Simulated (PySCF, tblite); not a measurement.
# C₅H₈NO₂−: a rotation path, then NMR shifts on frames

Aim: move C₅H₈NO₂− (`C=NC[C@H](C)C(=O)[O-]`) away from its starting geometry and see how NMR shifts follow the geometry.

Computed with tblite 0.8.0 and PySCF 2.14.0, with density-fitted response routines of our own, on a single molecule in the gas phase. Atoms are numbered from 0 throughout.

## Step 1: The starting structure

16 atoms, charge -1, multiplicity 1; geometry from: GFN2-xTB.

Bonds of the start (Å): C0–N1 1.25, N1–C2 1.42, C2–C3 1.53, C3–C4 1.52, C3–C5 1.61, C5–O6 1.23, C5–O7 1.23, C0–H8 1.08, C0–H9 1.10, C2–H10 1.10, C2–H11 1.09, C3–H12 1.10, C4–H13 1.09, C4–H14 1.09, C4–H15 1.09.

## Step 2: A band between two rotamers with GFN2-xTB

Job settings and geometry (Å):

```
{"job": {"kind": "neb", "xc": "GFN2-xTB", "basis": "xTB", "atoms": [1, 2, 3, 5], "turn": 120}, "charge": -1, "multiplicity": 1}
C      2.333421    -0.951006     0.313793
N      1.801186     0.172059     0.486665
C      0.705298     0.578031    -0.325515
C     -0.575960     0.520517     0.506509
C     -1.035460    -0.907427     0.757162
C     -1.741925     1.381324    -0.203770
O     -1.365862     2.202311    -1.044128
O     -2.877995     1.129940     0.206363
H      3.117943    -1.269956     0.989479
H      2.063000    -1.654373    -0.487269
H      0.586396    -0.047332    -1.226511
H      0.850191     1.619073    -0.628924
H     -0.388103     1.013874     1.468115
H     -0.321691    -1.459117     1.375466
H     -1.157137    -1.435783    -0.189172
H     -2.000901    -0.883190     1.257808
```

With the program's defaults for keys left out, this is: GFN2-xTB climbing-image nudged elastic band, gas phase.

Launch:

```sh
OMP_NUM_THREADS=1 python probes_run.py task.json out
```

This one command runs all jobs of the session in turn.

Standard output:

```text
image   E - E0 / eV
  0       0.0000
  1       0.0186
  2       0.0645
  3       0.1198
  4       0.1617
  5       0.1731
  6       0.1539
  7       0.1216
  8       0.0876
```

Wall time 3.6 s (1 thread of Arm Neoverse V1, shared host); peak memory 0.25 GiB.

The final band, with the dihedral N1–C2–C3–C5:

| image | dihedral (°) | energy (eV) | energy (kcal/mol) |
| --- | --- | --- | --- |
| 0 | 163 | 0.000 | 0.0 |
| 1 | 177 | 0.019 | 0.4 |
| 2 | 192 | 0.065 | 1.5 |
| 3 | 207 | 0.120 | 2.8 |
| 4 | 222 | 0.162 | 3.7 |
| 5 | 237 | 0.173 | 4.0 |
| 6 | 253 | 0.154 | 3.5 |
| 7 | 270 | 0.122 | 2.8 |
| 8 | 283 | 0.088 | 2.0 |

## Step 3: NMR shieldings: image 0, PBE0/pcSseg-1

Job settings and geometry (Å):

```
{"job": {"kind": "nmr", "xc": "PBE0", "basis": "pcSseg-1", "pop": false}, "charge": -1, "multiplicity": 1}
C      2.333400    -0.951000     0.313800
N      1.801200     0.172100     0.486700
C      0.705300     0.578000    -0.325500
C     -0.576000     0.520500     0.506500
C     -1.035500    -0.907400     0.757200
C     -1.741900     1.381300    -0.203800
O     -1.365900     2.202300    -1.044100
O     -2.878000     1.129900     0.206400
H      3.117900    -1.270000     0.989500
H      2.063000    -1.654400    -0.487300
H      0.586400    -0.047300    -1.226500
H      0.850200     1.619100    -0.628900
H     -0.388100     1.013900     1.468100
H     -0.321700    -1.459100     1.375500
H     -1.157100    -1.435800    -0.189200
H     -2.000900    -0.883200     1.257800
```

With the program's defaults for keys left out, this is: GIAO PBE0/pcSseg-1 NMR shielding, non-relativistic, gas phase.

Standard output:

```text
coarse grid: 13624 points
cycle   1  E = -399.7772924655  dE =  1.127e+00  |g| = 1.092e+00  |ddm| = 3.530e+00
cycle   2  E = -397.9393613459  dE =  1.838e+00  |g| = 2.449e+00  |ddm| = 3.950e+00
cycle   3  E = -399.8661469260  dE = -1.927e+00  |g| = 7.425e-01  |ddm| = 3.724e+00
cycle   4  E = -399.9978665904  dE = -1.317e-01  |g| = 2.450e-01  |ddm| = 8.528e-01
cycle   5  E = -400.0084468254  dE = -1.058e-02  |g| = 1.940e-01  |ddm| = 3.636e-01
cycle   6  E = -400.0164695708  dE = -8.023e-03  |g| = 2.184e-02  |ddm| = 1.731e-01
cycle   7  E = -400.0165770364  dE = -1.075e-04  |g| = 1.064e-02  |ddm| = 4.411e-02
cycle   8  E = -400.0166022712  dE = -2.523e-05  |g| = 3.729e-03  |ddm| = 1.323e-02
cycle   9  E = -400.0166045159  dE = -2.245e-06  |g| = 1.861e-03  |ddm| = 4.096e-03
final grid: 132424 points
cycle  10  E = -400.0842884139  dE = -2.640e-05  |g| = 1.231e-02  |ddm| = 2.721e-02
cycle  11  E = -400.0842421906  dE =  4.622e-05  |g| = 1.997e-02  |ddm| = 2.682e-02
cycle  12  E = -400.0843170506  dE = -7.486e-05  |g| = 2.268e-03  |ddm| = 1.770e-02
cycle  13  E = -400.0843180462  dE = -9.956e-07  |g| = 5.728e-04  |ddm| = 2.037e-03
cycle  14  E = -400.0843181006  dE = -5.447e-08  |g| = 1.608e-04  |ddm| = 5.910e-04
cycle  15  E = -400.0843181056  dE = -5.008e-09  |g| = 4.681e-05  |ddm| = 1.594e-04
cycle  16  E = -400.0843181061  dE = -4.246e-10  |g| = 2.061e-05  |ddm| = 5.940e-05
converged SCF energy = -400.0843181061

GIAO shielding tensors (ppm)
atom      isotropic    diamagn.    paramagn.     s11        s22        s33       span
  0 C       44.057     254.657    -210.599    -56.639     76.126    112.684    169.323
  1 N     -174.257     329.604    -503.861   -563.184   -225.183    265.597    828.782
  2 C      109.710     249.706    -139.996     87.651    101.108    140.371     52.720
  3 C      140.931     252.069    -111.138    121.734    137.420    163.639     41.904
  4 C      168.282     249.646     -81.364    153.726    166.885    184.235     30.510
  5 C       18.057     243.483    -225.426    -70.597     58.553     66.216    136.814
  6 O       19.798     407.222    -387.423   -193.487    -25.325    278.207    471.694
  7 O       17.539     405.632    -388.093   -194.828    -19.756    267.202    462.030
  8 H       24.998      29.687      -4.689     23.485     24.091     27.418      3.933
  9 H       24.471      32.324      -7.853     20.683     24.860     27.870      7.187
 10 H       29.401      34.062      -4.661     27.068     28.510     32.624      5.556
 11 H       26.039      31.870      -5.831     22.550     26.624     28.944      6.394
 12 H       29.990      33.439      -3.449     27.552     29.002     33.416      5.864
 13 H       31.555      32.863      -1.308     27.595     30.570     36.500      8.905
 14 H       31.960      32.875      -0.915     28.825     29.610     37.447      8.622
 15 H       29.405      31.540      -2.135     24.434     28.421     35.359     10.925
```

Run time: 24 s. Hardware: 1 thread of Arm Neoverse V1, shared host; peak memory 0.85 GiB.

The references, computed at this level on geometries of the same kind, shield at (ppm): ¹H TMS 31.72, ¹³C TMS 186.9, ¹⁵N NH3 267.7, ¹⁷O H2O 336.1. Their shielding less the atom's gives the shift. The references are single molecules in the gas phase, so shifts against H2O, NH3, PH3, H3PO4 or CFCl3 are not on the usual liquid scales and can be off by tens of ppm. Each atom is listed at this fixed geometry, with no averaging over motion; a spectrum would average atoms that exchange fast.

| atoms | environment | σ (ppm) | δ (ppm) |
| --- | --- | --- | --- |
| C5 | carboxylate carbon | 18.1 | 168.9 |
| C0 | C=N carbon | 44.1 | 142.9 |
| C2 | sp3 CH2 bonded to N | 109.7 | 77.2 |
| C3 | sp3 CH α to a carbonyl | 140.9 | 46.0 |
| C4 | methyl carbon | 168.3 | 18.6 |
| H9 | hydrogen on a C=N carbon | 24.47 | 7.25 |
| H8 | hydrogen on a C=N carbon | 25.00 | 6.72 |
| H11 | hydrogen on an sp3 CH2 bonded to N | 26.04 | 5.68 |
| H10 | hydrogen on an sp3 CH2 bonded to N | 29.40 | 2.32 |
| H15 | hydrogen on a methyl carbon | 29.40 | 2.31 |
| H12 | hydrogen on an sp3 CH α to a carbonyl | 29.99 | 1.73 |
| H13 | hydrogen on a methyl carbon | 31.56 | 0.16 |
| H14 | hydrogen on a methyl carbon | 31.96 | -0.24 |
| N1 | imine nitrogen | -174.3 | 442.0 |
| O7 | carboxylate oxygen | 17.5 | 318.5 |
| O6 | carboxylate oxygen | 19.8 | 316.3 |

## Step 4: Shielding tensors: image 2, PBE0/pcSseg-1

Job settings and geometry (Å):

```
{"job": {"kind": "nmr", "xc": "PBE0", "basis": "pcSseg-1", "pop": false}, "charge": -1, "multiplicity": 1}
C      2.168600    -1.092900     0.098400
N      1.758000    -0.006700     0.572400
C      0.770500     0.735800    -0.141400
C     -0.590400     0.603900     0.554200
C     -0.918800    -0.829400     0.950000
C     -1.750400     1.178100    -0.410500
O     -1.371300     1.876500    -1.354100
O     -2.893400     0.856700    -0.073200
H      2.852600    -1.699200     0.679600
H      1.878700    -1.489800    -0.884900
H      0.666200     0.404800    -1.186400
H      1.060700     1.789400    -0.136600
H     -0.600500     1.224900     1.458100
H     -0.263700    -1.188500     1.746900
H     -0.823000    -1.495400     0.092300
H     -1.951400    -0.859500     1.291300
```

Method: GIAO PBE0/pcSseg-1 NMR shielding, non-relativistic, gas phase.

Standard output:

```text
coarse grid: 13624 points
cycle   1  E = -399.7757566482  dE =  1.121e+00  |g| = 1.092e+00  |ddm| = 3.534e+00
cycle   2  E = -398.0744382168  dE =  1.701e+00  |g| = 2.462e+00  |ddm| = 3.928e+00
cycle   3  E = -399.8756591359  dE = -1.801e+00  |g| = 7.211e-01  |ddm| = 3.646e+00
cycle   4  E = -400.0004693952  dE = -1.248e-01  |g| = 2.034e-01  |ddm| = 8.022e-01
cycle   5  E = -400.0068435370  dE = -6.374e-03  |g| = 1.792e-01  |ddm| = 3.465e-01
cycle   6  E = -400.0134298217  dE = -6.586e-03  |g| = 1.876e-02  |ddm| = 1.536e-01
cycle   7  E = -400.0134903002  dE = -6.048e-05  |g| = 1.147e-02  |ddm| = 3.481e-02
cycle   8  E = -400.0135138023  dE = -2.350e-05  |g| = 4.797e-03  |ddm| = 1.299e-02
cycle   9  E = -400.0135178925  dE = -4.090e-06  |g| = 1.429e-03  |ddm| = 4.444e-03
final grid: 132424 points
cycle  10  E = -400.0817900672  dE = -2.500e-05  |g| = 1.277e-02  |ddm| = 2.744e-02
cycle  11  E = -400.0817394834  dE =  5.058e-05  |g| = 2.060e-02  |ddm| = 2.888e-02
cycle  12  E = -400.0818220516  dE = -8.257e-05  |g| = 1.995e-03  |ddm| = 1.867e-02
cycle  13  E = -400.0818228763  dE = -8.247e-07  |g| = 5.143e-04  |ddm| = 1.604e-03
cycle  14  E = -400.0818229210  dE = -4.476e-08  |g| = 1.811e-04  |ddm| = 5.260e-04
cycle  15  E = -400.0818229274  dE = -6.340e-09  |g| = 5.172e-05  |ddm| = 1.846e-04
cycle  16  E = -400.0818229278  dE = -4.239e-10  |g| = 2.389e-05  |ddm| = 6.036e-05
converged SCF energy = -400.0818229278

GIAO shielding tensors (ppm)
atom      isotropic    diamagn.    paramagn.     s11        s22        s33       span
  0 C       42.197     254.651    -212.455    -59.018     73.742    111.866    170.884
  1 N     -175.075     329.839    -504.914   -577.281   -221.552    273.608    850.888
  2 C      112.155     248.299    -136.144     85.089     99.690    151.687     66.597
  3 C      143.612     252.227    -108.615    124.278    143.237    163.320     39.042
  4 C      166.029     249.907     -83.878    158.803    164.768    174.517     15.714
  5 C       15.881     243.565    -227.684    -71.210     57.690     61.163    132.373
  6 O       14.011     407.751    -393.740   -192.202    -27.933    262.167    454.369
  7 O       13.512     406.018    -392.506   -192.440    -22.758    255.735    448.176
  8 H       24.973      29.800      -4.827     23.697     23.994     27.229      3.532
  9 H       24.317      32.229      -7.912     20.702     24.556     27.694      6.992
 10 H       28.555      33.302      -4.747     25.045     29.206     31.413      6.368
 11 H       27.045      31.726      -4.681     24.384     26.360     30.390      6.006
 12 H       29.760      33.151      -3.390     26.503     29.219     33.559      7.056
 13 H       31.626      32.708      -1.082     27.474     30.296     37.108      9.633
 14 H       32.136      33.358      -1.222     28.862     30.406     37.140      8.278
 15 H       29.495      31.699      -2.204     24.599     28.620     35.265     10.666
```

Wall time 23 s (1 thread of Arm Neoverse V1, shared host); peak memory 0.86 GiB.

In short: δ C5 171.0, C0 144.7, C2 74.8, C3 43.3, H9 7.40, H8 6.74 ppm.

[end of part 1 of 2]
